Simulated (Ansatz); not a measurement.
# LaHfF5: the cost of one run

Program: Ansatz 0.2.0. Level of theory: DFT PBE, scalar-relativistic, plane waves, PAW. These are calculated values, not measurements.

1 further run of the same task is left out (it didn't finish).

## (1) The structure to begin with

Symmetry: P4/mmm, No. 123, tetragonal system. Conventional cell: a = 4.202 Å, b = 4.202 Å, c = 5.161 Å, α = 90.00°, β = 90.00°, γ = 90.00°. La (site symmetry 4/mmm) has 10 F at 2.51 to 2.58 Å as nearest neighbours. Hf (site symmetry 4/mmm) has 8 F at 2.42 Å as nearest neighbours. F (site symmetry 2mm) has 4 F at 2.41 to 2.75 Å and 2 Hf at 2.42 Å and 2 La at 2.51 Å as nearest neighbours. Around F (site symmetry 4/mmm) lie 8 F at 2.42 Å and 2 La at 2.58 Å.

Coordinates:

```cif
data_structure
_symmetry_space_group_name_H-M 'P 1'
_symmetry_Int_Tables_number 1
_cell_length_a 4.2021
_cell_length_b 4.2021
_cell_length_c 5.1612
_cell_angle_alpha 90.000
_cell_angle_beta 90.000
_cell_angle_gamma 90.000
_cell_volume 91.13
loop_
_atom_site_label
_atom_site_type_symbol
_atom_site_fract_x
_atom_site_fract_y
_atom_site_fract_z
_atom_site_occupancy
La1 La 0.00000 0.00000 0.50000 1
Hf1 Hf 0.50000 0.50000 0.00000 1
F1 F 0.00000 0.50000 0.23347 1
F2 F 0.00000 0.50000 0.76653 1
F3 F 0.50000 0.00000 0.23347 1
F4 F 0.50000 0.00000 0.76653 1
F5 F 0.00000 0.00000 0.00000 1
```

It is the end of an earlier relaxation with the same method, from a database cell with other species swapped in; it is a trial structure. At a tolerance of 0.05 Å it has space group P4/mmm (No. 123); it has 13.02 Å³/atom, an uncorrected energy of -3.04 eV/atom over the elements.

## (2) Static run: bands, density of states and charges

Input file input.yaml:

```yaml
crystal:
  lattice:
    - [4.2020869801, 0.0, 0.0]
    - [0.0, 4.2020869801, 0.0]
    - [0.0, 0.0, 5.1611645161]
  atoms:
    - { symbol: La, position: [0.0, 0.0, 0.5] }
    - { symbol: Hf, position: [0.5, 0.5, 0.0] }
    - { symbol: F, position: [0.0, 0.5, 0.2334733934] }
    - { symbol: F, position: [0.0, 0.5, 0.7665266066] }
    - { symbol: F, position: [0.5, 0.0, 0.2334733934] }
    - { symbol: F, position: [0.5, 0.0, 0.7665266066] }
    - { symbol: F, position: [0.0, 0.0, 0.0] }
basis:
  ecutwfc: 420
kpoints:
  mp_grid: { grid: [10, 10, 8] }
  band_path:
    path:
      - [[0.0, 0.0, 0.0], [0.0, 0.5, 0.0], [0.5, 0.5, 0.0], [0.0, 0.0, 0.0], [0.0, 0.0, 0.5], [0.0, 0.5, 0.5], [0.5, 0.5, 0.5], [0.0, 0.0, 0.5]]
      - [[0.0, 0.5, 0.0], [0.0, 0.5, 0.5]]
      - [[0.5, 0.5, 0.0], [0.5, 0.5, 0.5]]
    npoints: 14
hamiltonian:
  xc: pbe
scf:
  occupations: { method: gaussian, width: 0.1 }
  n_extra_bands: 17
output:
  forces: true
  stress: true
  eigenvalues: true
  populations: true
  dos: { projected: true, de: 0.02, nscf_kmesh: { grid: [12, 12, 10] } }
  bader: true
  write_density: true
  write_potential: true
  elf: true
  volumetric_format: npy
```

On the command line:

```sh
ansatz run input.yaml --threads 1 --pin off --max-ram 2560MiB --backend cpu --events-out ev --progress --plain --runs-dir out
```

Q: Estimate wall time and peak memory on 1 thread of Intel Xeon at 2.50GHz (Skylake/Cascade Lake), shared host.

About 3.8 min, with a peak of 0.81 GiB.
